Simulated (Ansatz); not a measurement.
# Sn5As: the cost of one run

Computed with Ansatz 0.2.0 (DFT PBE, scalar-relativistic, plane waves, PAW, unless a step names another level, unless a step's input says otherwise).

**1. The starting structure**

Symmetry: P3m1, No. 156, trigonal system. Conventional cell: a = 4.732 Å, b = 4.732 Å, c = 10.940 Å, α = 90.00°, β = 90.00°, γ = 120.00°. Around Sn (site symmetry 3m) lie 4 Sn at 2.88 to 2.91 Å. Sn (site symmetry 3m) is surrounded by 3 As at 2.80 Å and 1 Sn at 2.91 Å. Sn (site symmetry 3m) has 1 As at 2.70 Å and 3 Sn at 2.88 Å as nearest neighbours. Around Sn (site symmetry 3m) lie 4 Sn at 2.88 to 2.89 Å. As (site symmetry 3m) is surrounded by 4 Sn at 2.70 to 2.80 Å.

As a file:

```
Sn As
1.0
     4.73157    0.00000    0.00000
    -2.36578    4.09766    0.00000
     0.00000    0.00000   10.94022
Sn As
5 1
Direct
  0.66667 0.33333 0.67068
  0.66667 0.33333 0.93632
  0.00000 0.00000 0.24041
  0.33333 0.66667 0.32237
  0.33333 0.66667 0.58645
  0.00000 0.00000 0.99378
```

It came out lowest among 14 distinct ends of the trial cells. At a tolerance of 0.05 Å it has space group P3m1 (No. 156).

**2. A stricter relaxation, on the response runs' mesh and smearing**

File input.yaml:

```yaml
crystal:
  lattice:
    - [4.7315679916, 0.0, 0.0]
    - [-2.3657839958, 4.0976580804, 0.0]
    - [0.0, 0.0, 10.9402201441]
  atoms:
    - { symbol: Sn, position: [0.6666666667, 0.3333333333, 0.6706768104] }
    - { symbol: Sn, position: [0.6666666667, 0.3333333333, 0.9363164928] }
    - { symbol: Sn, position: [0.0, 0.0, 0.2404129096] }
    - { symbol: Sn, position: [0.3333333333, 0.6666666667, 0.3223653104] }
    - { symbol: Sn, position: [0.3333333333, 0.6666666667, 0.5864450291] }
    - { symbol: As, position: [0.0, 0.0, 0.9937834477] }
basis:
  ecutwfc: 420
kpoints:
  mp_grid: { grid: [6, 6, 4] }
hamiltonian:
  xc: pbe
scf:
  occupations: { method: gaussian, width: 0.1 }
output:
  forces: true
  stress: true
  eigenvalues: true
relax:
  adjacent_minimum: "off"
  f_tol: 0.001
  max_steps: 60
  cell: { stress_tol: 0.01 }
```

Run with:

```sh
ansatz run input.yaml --threads 3 --pin off --max-ram 7680MiB --backend cpu --events-out ev --progress --plain --runs-dir out
```

**Question.** How long does this run take on 3 threads of Intel Xeon at 2.70GHz, shared host, and how much memory does it need?

About 44 s, with a peak of 0.65 GiB.
